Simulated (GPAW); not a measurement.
A run of GPAW 26.7.0 is set up as follows.

File run.py:

```python
from ase import Atoms
from ase.dft.bandgap import bandgap
from ase.io import write
from gpaw import GPAW, PW

atoms = Atoms(['Ge', 'Ge', 'Ge', 'Ga'],
              cell=[[0.0, 3.387167, 3.387167],
                    [3.387167, 0.0, 3.387167],
                    [3.387167, 3.387167, 0.0]],
              scaled_positions=[[0.5, 0.5, 0.5],
                                [0.75, 0.75, 0.75],
                                [0.25, 0.25, 0.25],
                                [0.0, 0.0, 0.0]],
              pbc=True)

calc = GPAW(mode=PW(600),
            xc='TB09',
            kpts={'size': (8, 8, 8), 'gamma': True},
            occupations={'name': 'fermi-dirac', 'width': 0.05},
            nbands=18,
            convergence={'density': 1e-05, 'energy': 1e-05},
            eigensolver='cg',
            maxiter=150,
            txt='gpaw.txt')
atoms.calc = calc
energy = atoms.get_potential_energy()
calc.write('gs.gpw')
write('result.traj', atoms)
print('Fermi level:', round(calc.get_fermi_level(), 4), 'eV')
print(f'Gap: {bandgap(calc)[0]:.4f} eV, direct: {bandgap(calc, direct=True)[0]:.4f} eV')
```

Potentials or basis: GPAW PAW data sets for LDA (gpaw-data 1.2.1), pw.

Launch:

```sh
$ OMP_NUM_THREADS=1 python run.py
```

Q: Predict the band gap on the k mesh.

A: None (metal or under the smearing width).

Caveat: a model potential gives levels but no total energy.
